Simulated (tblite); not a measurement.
# Cl10H3N3Si4: the cost of one run

Computed with tblite 0.8.0 and PySCF 2.14.0; each step states its level. No surroundings beyond the atoms listed, unless a continuum is named. Atoms count from 0, parts from 1.

## (1) The system as given

20 atoms, charge 0, multiplicity 1; geometry: distance geometry start.

## (2) Relaxing the cluster with GFN2-xTB

What the job is given:

```
{"job": {"kind": "relax", "xc": "GFN2-xTB", "basis": "xTB"}, "charge": 0, "multiplicity": 1}
Cl    -4.745337     1.591202     0.170140
Si    -3.524580    -0.042525     0.756864
Cl    -4.263845    -1.856989    -0.087211
Cl    -3.536375    -0.195206     2.886314
N     -1.826147     0.204208     0.167523
Si    -1.242052    -0.883659    -1.141948
Cl    -2.814367    -1.174808    -2.559908
N      0.195859    -0.169355    -1.978360
Si     1.774271    -0.375736    -1.088942
Cl     2.006925    -2.369751    -0.433846
Cl     3.392421     0.115302    -2.412170
Cl     1.836574     0.950661     0.590010
N     -0.803864    -2.511241    -0.450615
Si    -0.739601    -2.603721     1.373705
Cl    -0.036311    -0.746540     2.167393
Cl     0.610589    -4.138526     1.951942
Cl    -2.673480    -3.004089     2.136861
H     -1.499918     1.198152     0.106977
H      0.048376     0.729215    -2.430338
H     -1.181091    -3.322988    -0.902988
```

Method: GFN2-xTB geometry optimisation, gas phase.

Launch:

```sh
> OMP_NUM_THREADS=1 python cluster_run.py task.json out
```

One launch serves the whole session: the jobs run in the order shown.

**Question.** How long does this first job take on 1 thread of Intel Xeon Platinum 8488C, shared host?

About 89 s.
